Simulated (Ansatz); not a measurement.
# Ga2O3: the cost of one run

Program: Ansatz 0.2.0. Level of theory: DFT PBE, scalar-relativistic, plane waves, PAW. These are calculated values, not measurements.

### 1 Starting point

The structure is trigonal, space group R-3c (No. 167). Conventional cell: a = 4.997 Å, b = 4.997 Å, c = 13.451 Å, α = 90.00°, β = 90.00°, γ = 120.00°. Ga (site symmetry 3) has 6 O at 1.93 to 2.08 Å as nearest neighbours. O (site symmetry 2) is surrounded by 4 Ga at 1.93 to 2.08 Å.

As a file:

```
CELL_PARAMETERS angstrom
-4.99740 -2.88525 4.48355
4.99740 -2.88525 4.48355
0.00000 5.77050 4.48355
ATOMIC_POSITIONS crystal
Ga 0.85559 0.35559 0.35559
Ga 0.35559 0.85559 0.35559
Ga 0.35559 0.35559 0.85559
Ga 0.85559 0.85559 0.85559
Ga 0.64441 0.14441 0.14441
Ga 0.14441 0.64441 0.14441
Ga 0.14441 0.14441 0.64441
Ga 0.64441 0.64441 0.64441
Ga 0.14441 0.14441 0.14441
Ga 0.64441 0.64441 0.14441
Ga 0.64441 0.14441 0.64441
Ga 0.14441 0.64441 0.64441
Ga 0.35559 0.35559 0.35559
Ga 0.85559 0.85559 0.35559
Ga 0.85559 0.35559 0.85559
Ga 0.35559 0.85559 0.85559
O 0.75000 0.40158 0.09842
O 0.25000 0.90158 0.09842
O 0.25000 0.40158 0.59842
O 0.75000 0.90158 0.59842
O 0.90158 0.09842 0.25000
O 0.40158 0.59842 0.25000
O 0.40158 0.09842 0.75000
O 0.90158 0.59842 0.75000
O 0.59842 0.25000 0.40158
O 0.09842 0.75000 0.40158
O 0.09842 0.25000 0.90158
O 0.59842 0.75000 0.90158
O 0.25000 0.09842 0.40158
O 0.75000 0.59842 0.40158
O 0.75000 0.09842 0.90158
O 0.25000 0.59842 0.90158
O 0.40158 0.25000 0.09842
O 0.90158 0.75000 0.09842
O 0.90158 0.25000 0.59842
O 0.40158 0.75000 0.59842
O 0.09842 0.40158 0.25000
O 0.59842 0.90158 0.25000
O 0.59842 0.40158 0.75000
O 0.09842 0.90158 0.75000
```

The runs take a perfect supercell of 40 atoms; the defect goes to fractional position (0.750, 0.402, 0.098).

### 2 The perfect supercell

Contents of input.yaml:

```yaml
crystal:
  lattice:
    - [-4.997398, -2.885249, 4.48355]
    - [4.997398, -2.885249, 4.48355]
    - [0.0, 5.770499, 4.48355]
  atoms:
    - { symbol: Ga, position: [0.855586, 0.355586, 0.355586] }
    - { symbol: Ga, position: [0.355586, 0.855586, 0.355586] }
    - { symbol: Ga, position: [0.355586, 0.355586, 0.855586] }
    - { symbol: Ga, position: [0.855586, 0.855586, 0.855586] }
    - { symbol: Ga, position: [0.644414, 0.144414, 0.144414] }
    - { symbol: Ga, position: [0.144414, 0.644414, 0.144414] }
    - { symbol: Ga, position: [0.144414, 0.144414, 0.644414] }
    - { symbol: Ga, position: [0.644414, 0.644414, 0.644414] }
    - { symbol: Ga, position: [0.144414, 0.144414, 0.144414] }
    - { symbol: Ga, position: [0.644414, 0.644414, 0.144414] }
    - { symbol: Ga, position: [0.644414, 0.144414, 0.644414] }
    - { symbol: Ga, position: [0.144414, 0.644414, 0.644414] }
    - { symbol: Ga, position: [0.355586, 0.355586, 0.355586] }
    - { symbol: Ga, position: [0.855586, 0.855586, 0.355586] }
    - { symbol: Ga, position: [0.855586, 0.355586, 0.855586] }
    - { symbol: Ga, position: [0.355586, 0.855586, 0.855586] }
    - { symbol: O, position: [0.75, 0.401584, 0.098416] }
    - { symbol: O, position: [0.25, 0.901584, 0.098416] }
    - { symbol: O, position: [0.25, 0.401584, 0.598416] }
    - { symbol: O, position: [0.75, 0.901584, 0.598416] }
    - { symbol: O, position: [0.901584, 0.098416, 0.25] }
    - { symbol: O, position: [0.401584, 0.598416, 0.25] }
    - { symbol: O, position: [0.401584, 0.098416, 0.75] }
    - { symbol: O, position: [0.901584, 0.598416, 0.75] }
    - { symbol: O, position: [0.598416, 0.25, 0.401584] }
    - { symbol: O, position: [0.098416, 0.75, 0.401584] }
    - { symbol: O, position: [0.098416, 0.25, 0.901584] }
    - { symbol: O, position: [0.598416, 0.75, 0.901584] }
    - { symbol: O, position: [0.25, 0.098416, 0.401584] }
    - { symbol: O, position: [0.75, 0.598416, 0.401584] }
    - { symbol: O, position: [0.75, 0.098416, 0.901584] }
    - { symbol: O, position: [0.25, 0.598416, 0.901584] }
    - { symbol: O, position: [0.401584, 0.25, 0.098416] }
    - { symbol: O, position: [0.901584, 0.75, 0.098416] }
    - { symbol: O, position: [0.901584, 0.25, 0.598416] }
    - { symbol: O, position: [0.401584, 0.75, 0.598416] }
    - { symbol: O, position: [0.098416, 0.401584, 0.25] }
    - { symbol: O, position: [0.598416, 0.901584, 0.25] }
    - { symbol: O, position: [0.598416, 0.401584, 0.75] }
    - { symbol: O, position: [0.098416, 0.901584, 0.75] }
basis:
  ecutwfc: 420
  fft_grid_basis: typed
kpoints:
  mp_grid: { grid: [3, 3, 3] }
hamiltonian:
  xc: pbe
  pseudopotentials: { kind: paw }
scf:
  occupations: { method: gaussian, width: 0.05 }
output:
  forces: true
  stress: false
  eigenvalues: true
  bader: false
  write_density: true
  volumetric_format: npy
```

Started as:

```
ansatz run input.yaml --threads 4 --pin off --max-ram 10240MiB --backend cpu --events-out ev --progress --plain --runs-dir out
```

What time and memory should one allow on 4 threads of Arm Neoverse N1, shared host?

About 16 s, with a peak of 1.9 GiB.
